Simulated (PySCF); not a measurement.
# [TaOF4]−: other functionals and bases at one geometry

Aim: see how levels, charges and forces of [TaOF4]− depend on the level of theory. The structure is generated, not taken from experiment.

Method: several levels, as the steps say, no spin–orbit coupling; program: PySCF 2.14.0.

2 further runs of the same task are left out: 1 for a known fault of the program, 1 set aside as unsound or not needed.

## 1. Where the work starts

6 atoms, charge -1, spin multiplicity 1.

Bond lengths: Ta1–O2 1.761 Å, Ta1–F3 1.945 Å, Ta1–F4 1.945 Å, Ta1–F5 1.945 Å, Ta1–F6 1.945 Å. Angles: O2–Ta1–F3 106.3°, O2–Ta1–F4 106.3°, O2–Ta1–F5 106.3°, O2–Ta1–F6 106.3°, F3–Ta1–F4 85.5°, F3–Ta1–F5 147.3°, F3–Ta1–F6 85.5°, F4–Ta1–F5 85.5°, F4–Ta1–F6 147.3°, F5–Ta1–F6 85.5°.

Coordinates:

```
Ta    0.00000    0.00000    0.08136
O     0.00000    0.00000    1.84250
F     1.86602    0.00000   -0.46574
F     0.00000    1.86602   -0.46574
F    -1.86602    0.00000   -0.46574
F     0.00000   -1.86602   -0.46574
```

Formal oxidation states: Ta +5. An earlier session relaxed this geometry at TPSS, Ta def2-SVP with ECP60, O def2-SVP, F def2-SVP (singlet, point group C4v).

At TPSS on the finer grid: E = -531.730412 Eh, HOMO -2.55 eV, LUMO 3.15 eV, Mulliken charge on Ta1 +1.03 e, largest force component 0.030 eV/Å. 

Levels to run: B3LYP; M06-L; r2SCAN; PBE0; TPSS, TZVP; TPSS, x2c-SVP. Hardware: 2 threads of AMD EPYC 7B13 (Zen 3), shared host.

## 2. B3LYP

Input file run.py (the lines that set the calculation):

```python
mol = gto.M(atom='''
Ta     0.00000     0.00000     0.08136
O      0.00000     0.00000     1.84250
F      1.86602     0.00000    -0.46574
F      0.00000     1.86602    -0.46574
F     -1.86602     0.00000    -0.46574
F      0.00000    -1.86602    -0.46574''',
    basis={'Ta': 'def2-SVP', 'O': 'def2-SVP', 'F': 'def2-SVP'},
    ecp={'Ta': 'def2-SVP'},
    charge=-1, spin=0)
mf = dft.RKS(mol, xc='B3LYP')
mf.grids.atom_grid = (75, 302)
mf = mf.density_fit()  # fitting sets: Ta def2-universal-JKFIT, O def2-universal-JKFIT, F def2-universal-JKFIT
mf.conv_tol = 1e-08; mf.max_cycle = 55
mf.kernel(dm0)  # dm0: the density of the relaxed state
```

Launch:

```
$ OMP_NUM_THREADS=2 python run.py
```

Log:

```text
init E= -531.700291280524
  HOMO = -0.141025566271961  LUMO = 0.145199657581487  gap/eV = 7.78859
cycle= 1 E= -531.698948326722  delta_E= 0.00134  |g|= 0.14  |ddm|= 0.197
  HOMO = -0.134102610402712  LUMO = 0.113715255520187  gap/eV = 6.74347
cycle= 2 E= -531.679710614462  delta_E= 0.0192  |g|= 0.346  |ddm|= 0.343
  HOMO = -0.14888528115385  LUMO = 0.131742912870894  gap/eV = 7.63628
cycle= 3 E= -531.701982679776  delta_E= -0.0223  |g|= 0.0647  |ddm|= 0.254
  HOMO = -0.143310415948136  LUMO = 0.132219496731047  gap/eV = 7.49755
cycle= 4 E= -531.702800548566  delta_E= -0.000818  |g|= 0.00298  |ddm|= 0.0435
  HOMO = -0.142799072566983  LUMO = 0.133156249479335  gap/eV = 7.50913
cycle= 5 E= -531.70280248715  delta_E= -1.94e-06  |g|= 0.000837  |ddm|= 0.00417
  HOMO = -0.142904068613255  LUMO = 0.132999645808525  gap/eV = 7.50772
cycle= 6 E= -531.702802641195  delta_E= -1.54e-07  |g|= 0.000132  |ddm|= 0.000956
  HOMO = -0.142915562061623  LUMO = 0.13299404243217  gap/eV = 7.50788
cycle= 7 E= -531.702802644785  delta_E= -3.59e-09  |g|= 2.66e-05  |ddm|= 0.000116
  HOMO = -0.142912829681126  LUMO = 0.132988115147381  gap/eV = 7.50765
Extra cycle  E= -531.702802644033  delta_E= 7.51e-10  |g|= 6.66e-05  |ddm|= 6.83e-05
converged SCF energy = -531.702802644033
```

It took 4.3 s on 2 threads of AMD EPYC 7B13 (Zen 3), shared host.

Read off: E = -531.702803 Eh, HOMO -3.89 eV, LUMO 3.62 eV, Mulliken charge on Ta1 +1.12 e, largest force component 0.660 eV/Å. 

## 3. M06-L

run.py (the lines that set the calculation), as its differences from that of step 2:

```diff
@@ -10,3 +10,3 @@
     charge=-1, spin=0)
-mf = dft.RKS(mol, xc='B3LYP')
+mf = dft.RKS(mol, xc='M06L')
 mf.grids.atom_grid = (75, 302)
```

Launch:

```
$ OMP_NUM_THREADS=2 python run.py
```

Log:

```text
init E= -531.656863307076
  HOMO = -0.105768717133508  LUMO = 0.122011818514054  gap/eV = 6.19822
cycle= 1 E= -531.662400599648  delta_E= -0.00554  |g|= 0.122  |ddm|= 0.366
  HOMO = -0.098077121771289  LUMO = 0.0989603898329463  gap/eV = 5.36166
cycle= 2 E= -531.641141675371  delta_E= 0.0213  |g|= 0.349  |ddm|= 0.337
  HOMO = -0.109767513168529  LUMO = 0.115656350214593  gap/eV = 6.13410
cycle= 3 E= -531.66448115375  delta_E= -0.0233  |g|= 0.0713  |ddm|= 0.263
  HOMO = -0.104507154790764  LUMO = 0.115685938833639  gap/eV = 5.99176
cycle= 4 E= -531.665527929995  delta_E= -0.00105  |g|= 0.00354  |ddm|= 0.0506
  HOMO = -0.104149448557474  LUMO = 0.116347112429214  gap/eV = 6.00002
cycle= 5 E= -531.665530813084  delta_E= -2.88e-06  |g|= 0.00088  |ddm|= 0.00413
  HOMO = -0.104296099484318  LUMO = 0.116166067933026  gap/eV = 5.99908
cycle= 6 E= -531.665530991125  delta_E= -1.78e-07  |g|= 0.000184  |ddm|= 0.00106
  HOMO = -0.104294757854689  LUMO = 0.116182686499432  gap/eV = 5.99950
cycle= 7 E= -531.665530997687  delta_E= -6.56e-09  |g|= 5.41e-05  |ddm|= 0.000211
  HOMO = -0.10428422906024  LUMO = 0.116171999133456  gap/eV = 5.99892
Extra cycle  E= -531.66553099119  delta_E= 6.5e-09  |g|= 0.000183  |ddm|= 0.000174
converged SCF energy = -531.66553099119
```

It took 6.4 s on 2 threads of AMD EPYC 7B13 (Zen 3), shared host.

Result: E = -531.665531 Eh, HOMO -2.84 eV, LUMO 3.16 eV, Mulliken charge on Ta1 +1.40 e, largest force component 0.734 eV/Å. 

## 4. r2SCAN

run.py (the lines that set the calculation), as its differences from that of step 3:

```diff
@@ -10,3 +10,3 @@
     charge=-1, spin=0)
-mf = dft.RKS(mol, xc='M06L')
+mf = dft.RKS(mol, xc='R2SCAN')
 mf.grids.atom_grid = (75, 302)
```

Launch:

```
$ OMP_NUM_THREADS=2 python run.py
```

Log:

```text
init E= -531.520056079429
  HOMO = -0.107136137552422  LUMO = 0.117620234549431  gap/eV = 6.11593
cycle= 1 E= -531.520581078624  delta_E= -0.000525  |g|= 0.0697  |ddm|= 0.198
  HOMO = -0.107347258805238  LUMO = 0.104146833949091  gap/eV = 5.75505
cycle= 2 E= -531.515529025306  delta_E= 0.00505  |g|= 0.176  |ddm|= 0.175
  HOMO = -0.110643076065124  LUMO = 0.113317248048105  gap/eV = 6.09427
cycle= 3 E= -531.521321792413  delta_E= -0.00579  |g|= 0.0352  |ddm|= 0.13
  HOMO = -0.10795409909831  LUMO = 0.113189343173261  gap/eV = 6.01762
cycle= 4 E= -531.521575649454  delta_E= -0.000254  |g|= 0.00262  |ddm|= 0.0252
  HOMO = -0.107720529928234  LUMO = 0.113712927694923  gap/eV = 6.02551
cycle= 5 E= -531.521577289799  delta_E= -1.64e-06  |g|= 0.000335  |ddm|= 0.00287
  HOMO = -0.107743723034843  LUMO = 0.113676028787175  gap/eV = 6.02514
cycle= 6 E= -531.52157730932  delta_E= -1.95e-08  |g|= 6.99e-05  |ddm|= 0.000346
  HOMO = -0.107740830630122  LUMO = 0.113682171872249  gap/eV = 6.02523
cycle= 7 E= -531.521577310251  delta_E= -9.32e-10  |g|= 1.34e-05  |ddm|= 6.04e-05
  HOMO = -0.107743573155491  LUMO = 0.113678710648177  gap/eV = 6.02521
Extra cycle  E= -531.521577310182  delta_E= 6.92e-11  |g|= 2.33e-05  |ddm|= 2.98e-05
converged SCF energy = -531.521577310182
```

It took 6.4 s on 2 threads of AMD EPYC 7B13 (Zen 3), shared host.

Result: E = -531.521577 Eh, HOMO -2.93 eV, LUMO 3.09 eV, Mulliken charge on Ta1 +1.16 e, largest force component 0.671 eV/Å. 

## 5. PBE0

run.py (the lines that set the calculation), as its differences from that of step 4:

```diff
@@ -10,3 +10,3 @@
     charge=-1, spin=0)
-mf = dft.RKS(mol, xc='R2SCAN')
+mf = dft.RKS(mol, xc='PBE0')
 mf.grids.atom_grid = (75, 302)
```

Launch:

```
$ OMP_NUM_THREADS=2 python run.py
```

Log:

```text
init E= -531.204104306032
  HOMO = -0.151312316487707  LUMO = 0.152250877176653  gap/eV = 8.26038
cycle= 1 E= -531.206197947532  delta_E= -0.00209  |g|= 0.0937  |ddm|= 0.216
  HOMO = -0.154543837155056  LUMO = 0.124153352732424  gap/eV = 7.58374
cycle= 2 E= -531.200583686224  delta_E= 0.00561  |g|= 0.193  |ddm|= 0.23
  HOMO = -0.160877361082679  LUMO = 0.13832492304439  gap/eV = 8.14171
cycle= 3 E= -531.207736914731  delta_E= -0.00715  |g|= 0.0402  |ddm|= 0.153
  HOMO = -0.155750116335275  LUMO = 0.139583592455217  gap/eV = 8.03644
cycle= 4 E= -531.208046950543  delta_E= -0.00031  |g|= 0.00824  |ddm|= 0.0307
  HOMO = -0.155567738007786  LUMO = 0.140661954004685  gap/eV = 8.06082
cycle= 5 E= -531.208058683008  delta_E= -1.17e-05  |g|= 0.00131  |ddm|= 0.00649
  HOMO = -0.155561304047928  LUMO = 0.140558562150677  gap/eV = 8.05783
cycle= 6 E= -531.208059048416  delta_E= -3.65e-07  |g|= 0.000151  |ddm|= 0.00123
  HOMO = -0.155560387027947  LUMO = 0.140552943011961  gap/eV = 8.05765
cycle= 7 E= -531.208059053016  delta_E= -4.6e-09  |g|= 2.4e-05  |ddm|= 0.000143
  HOMO = -0.155563437774755  LUMO = 0.140549651489355  gap/eV = 8.05765
Extra cycle  E= -531.208059053095  delta_E= -7.84e-11  |g|= 1.73e-05  |ddm|= 3.8e-05
converged SCF energy = -531.208059053095
```

Wall time 4.3 s (2 threads of AMD EPYC 7B13 (Zen 3), shared host).

It gives: E = -531.208059 Eh, HOMO -4.23 eV, LUMO 3.82 eV, Mulliken charge on Ta1 +1.20 e, largest force component 1.283 eV/Å. 

## 6. TPSS, TZVP

Basis: Ta def2-TZVP with ECP60, O def2-TZVP, F def2-TZVP. 

Input file run.py (the lines that set the calculation):

```python
mol = gto.M(atom='''
Ta     0.00000     0.00000     0.08136
O      0.00000     0.00000     1.84250
F      1.86602     0.00000    -0.46574
F      0.00000     1.86602    -0.46574
F     -1.86602     0.00000    -0.46574
F      0.00000    -1.86602    -0.46574''',
    basis={'Ta': 'def2-TZVP', 'O': 'def2-TZVP', 'F': 'def2-TZVP'},
    ecp={'Ta': 'def2-TZVP'},
    charge=-1, spin=0)
mf = dft.RKS(mol, xc='TPSS')
mf.grids.atom_grid = (75, 302)
mf = mf.density_fit()  # fitting sets: Ta def2-universal-JKFIT, O def2-universal-JKFIT, F def2-universal-JKFIT
mf.conv_tol = 1e-08; mf.max_cycle = 55
mf.kernel(dm0)  # dm0: free metal ions and neutral atoms
```

Launch:

```
$ OMP_NUM_THREADS=2 python run.py
```

Log:

```text
init E= -542.804249277998
  HOMO = -0.0274771625190624  LUMO = 0.162276975075144  gap/eV = 5.16347
cycle= 1 E= -531.937154399798  delta_E= 10.9  |g|= 1.83  |ddm|=  2.5
  HOMO = -0.0371025785842415  LUMO = 0.0301362287165752  gap/eV = 1.82966
cycle= 2 E= -529.929558309833  delta_E= 2.01  |g|= 3.78  |ddm|= 2.21
  HOMO = -0.15713989182878  LUMO = 0.125452672407493  gap/eV = 7.68974
cycle= 3 E= -531.864995729839  delta_E= -1.94  |g|= 1.57  |ddm|= 1.94
  HOMO = -0.101132563244078  LUMO = 0.0906983503257557  gap/eV = 5.21999
cycle= 4 E= -532.315447526763  delta_E= -0.45  |g|= 0.305  |ddm|= 0.863
  HOMO = -0.0868835948608374  LUMO = 0.125409779856479  gap/eV = 5.77680
cycle= 5 E= -532.326744129294  delta_E= -0.0113  |g|= 0.163  |ddm|= 0.232
  HOMO = -0.10035168920074  LUMO = 0.106126962866366  gap/eV = 5.61857
cycle= 6 E= -532.331619432357  delta_E= -0.00488  |g|= 0.0533  |ddm|= 0.12
  HOMO = -0.1020653369672  LUMO = 0.108221230850511  gap/eV = 5.72219
cycle= 7 E= -532.332192397695  delta_E= -0.000573  |g|= 0.0099  |ddm|= 0.0256
  HOMO = -0.102301543369233  LUMO = 0.108534256606692  gap/eV = 5.73713
cycle= 8 E= -532.332208673534  delta_E= -1.63e-05  |g|= 0.00139  |ddm|= 0.00418
  HOMO = -0.102323665682295  LUMO = 0.108546335421622  gap/eV = 5.73807
cycle= 9 E= -532.332208952903  delta_E= -2.79e-07  |g|= 0.000422  |ddm|= 0.000823
  HOMO = -0.102342381923709  LUMO = 0.108544159126531  gap/eV = 5.73852
cycle= 10 E= -532.332208986671  delta_E= -3.38e-08  |g|= 7.21e-05  |ddm|= 0.000193
  HOMO = -0.102347875497521  LUMO = 0.108544502734674  gap/eV = 5.73867
cycle= 11 E= -532.332208987723  delta_E= -1.05e-09  |g|= 5.17e-06  |ddm|= 3.91e-05
  HOMO = -0.102346247495366  LUMO = 0.108544340392339  gap/eV = 5.73863
Extra cycle  E= -532.33220898766  delta_E= 6.25e-11  |g|= 1.92e-05  |ddm|= 1.15e-05
converged SCF energy = -532.33220898766
```

Run time: 19 s. Hardware: 2 threads of AMD EPYC 7B13 (Zen 3), shared host.

It gives: E = -532.332209 Eh, HOMO -2.78 eV, LUMO 2.95 eV, Mulliken charge on Ta1 +1.50 e, largest force component 0.128 eV/Å. 

## 7. TPSS, x2c-SVP

Basis: Ta x2c-SVPall, O x2c-SVPall, F x2c-SVPall. All electrons are treated, with the spin-free X2C Hamiltonian.

Input file run.py (the lines that set the calculation):

```python
mol = gto.M(atom='''
Ta     0.00000     0.00000     0.08136
O      0.00000     0.00000     1.84250
F      1.86602     0.00000    -0.46574
F      0.00000     1.86602    -0.46574
F     -1.86602     0.00000    -0.46574
F      0.00000    -1.86602    -0.46574''',
    basis={'Ta': 'x2c-SVPall', 'O': 'x2c-SVPall', 'F': 'x2c-SVPall'},
    nucmod='G',
    charge=-1, spin=0)
mf = dft.RKS(mol, xc='TPSS')
mf.grids.atom_grid = (99, 590)
mf = mf.density_fit()  # fitting sets: Ta AutoAux, O AutoAux, F AutoAux
mf = mf.sfx2c1e()
mf.conv_tol = 1e-08; mf.max_cycle = 55
mf.kernel(dm0)  # dm0: free metal ions and neutral atoms
```

Launch:

```
$ OMP_NUM_THREADS=2 python run.py
```

Log:

```text
init E= -16090.5716286012
  HOMO = -0.0131028739665293  LUMO = 0.16307958345811  gap/eV = 4.79417
cycle= 1 E= -16078.9371229783  delta_E= 11.6  |g|= 1.51  |ddm|= 3.38
  HOMO = -0.0402430211943882  LUMO = 0.0275061900790075  gap/eV = 1.84355
cycle= 2 E= -16077.0739925278  delta_E= 1.86  |g|= 3.43  |ddm|=  2.9
  HOMO = -0.168325836941937  LUMO = 0.111071667678138  gap/eV = 7.60279
cycle= 3 E= -16078.8698863284  delta_E= -1.8  |g|= 1.44  |ddm|= 2.51
  HOMO = -0.107112111599469  LUMO = 0.0768514085041687  gap/eV = 5.00590
cycle= 4 E= -16079.28740039  delta_E= -0.418  |g|= 0.254  |ddm|= 1.11
  HOMO = -0.0886453485377489  LUMO = 0.110710606628903  gap/eV = 5.42475
cycle= 5 E= -16079.2945390058  delta_E= -0.00714  |g|= 0.157  |ddm|= 0.208
  HOMO = -0.100583599992838  LUMO = 0.0972315453318604  gap/eV = 5.38282
cycle= 6 E= -16079.2986616124  delta_E= -0.00412  |g|= 0.0486  |ddm|= 0.106
  HOMO = -0.102112932774293  LUMO = 0.0988690738016  gap/eV = 5.46900
cycle= 7 E= -16079.2991368176  delta_E= -0.000475  |g|= 0.0107  |ddm|= 0.029
  HOMO = -0.102768891151526  LUMO = 0.0988092139182744  gap/eV = 5.48522
cycle= 8 E= -16079.2991580514  delta_E= -2.12e-05  |g|= 0.00105  |ddm|= 0.00623
  HOMO = -0.102729310118593  LUMO = 0.0988436476037471  gap/eV = 5.48508
cycle= 9 E= -16079.2991581947  delta_E= -1.43e-07  |g|= 0.000316  |ddm|= 0.000812
  HOMO = -0.102727433298471  LUMO = 0.0988668057483562  gap/eV = 5.48566
cycle= 10 E= -16079.2991582154  delta_E= -2.07e-08  |g|= 5.22e-05  |ddm|= 0.000191
  HOMO = -0.102732079458644  LUMO = 0.0988658286954536  gap/eV = 5.48576
cycle= 11 E= -16079.299158216  delta_E= -5.57e-10  |g|= 5.08e-06  |ddm|= 4.17e-05
  HOMO = -0.102730671647861  LUMO = 0.0988665051506672  gap/eV = 5.48574
Extra cycle  E= -16079.2991582159  delta_E= 2.18e-11  |g|= 1.4e-05  |ddm|= 1.36e-05
converged SCF energy = -16079.2991582159
```

Run time: 31 s. Hardware: 2 threads of AMD EPYC 7B13 (Zen 3), shared host.

Result: E = -16079.299158 Eh, HOMO -2.80 eV, LUMO 2.69 eV, Mulliken charge on Ta1 +0.92 e, largest force component 1.126 eV/Å. 

## 8. All levels side by side

| level | state | HOMO (eV) | gap (eV) | charge on Ta1 (e) | dipole (D) | largest force (eV/Å) | basis functions | time |
| --- | --- | --- | --- | --- | --- | --- | --- | --- |
| TPSS (relaxed here) | singlet | -2.55 | 5.70 | 1.03 | 1.20 | 0.03 | 102 | 20 s |
| B3LYP | singlet | -3.89 | 7.51 | 1.12 | 1.17 | 0.66 | 102 | 4.3 s |
| M06-L | singlet | -2.84 | 6.00 | 1.40 | 1.13 | 0.73 | 102 | 6.4 s |
| r2SCAN | singlet | -2.93 | 6.03 | 1.16 | 1.15 | 0.67 | 102 | 6.4 s |
| PBE0 | singlet | -4.23 | 8.06 | 1.20 | 1.17 | 1.28 | 102 | 4.3 s |
| TPSS, TZVP | singlet | -2.78 | 5.74 | 1.50 | 1.25 | 0.13 | 195 | 19 s |
| TPSS, x2c-SVP | singlet | -2.80 | 5.49 | 0.92 | 1.16 | 1.13 | 136 | 31 s |

Times are on 2 threads of AMD EPYC 7B13 (Zen 3), shared host; the first row also made further properties. The dipole of a charged species depends on the origin, so these sizes hold for this origin alone.

In one basis the HOMO–LUMO gap runs from 5.70 eV (TPSS) to 8.06 eV (PBE0). The largest leftover force, 1.28 eV/Å with PBE0, stands at a geometry relaxed at another level. The Mulliken charge on Ta spans +0.92 to +1.50 e over the levels. Total energies of different levels can't be compared. Spin–orbit coupling is left out throughout.
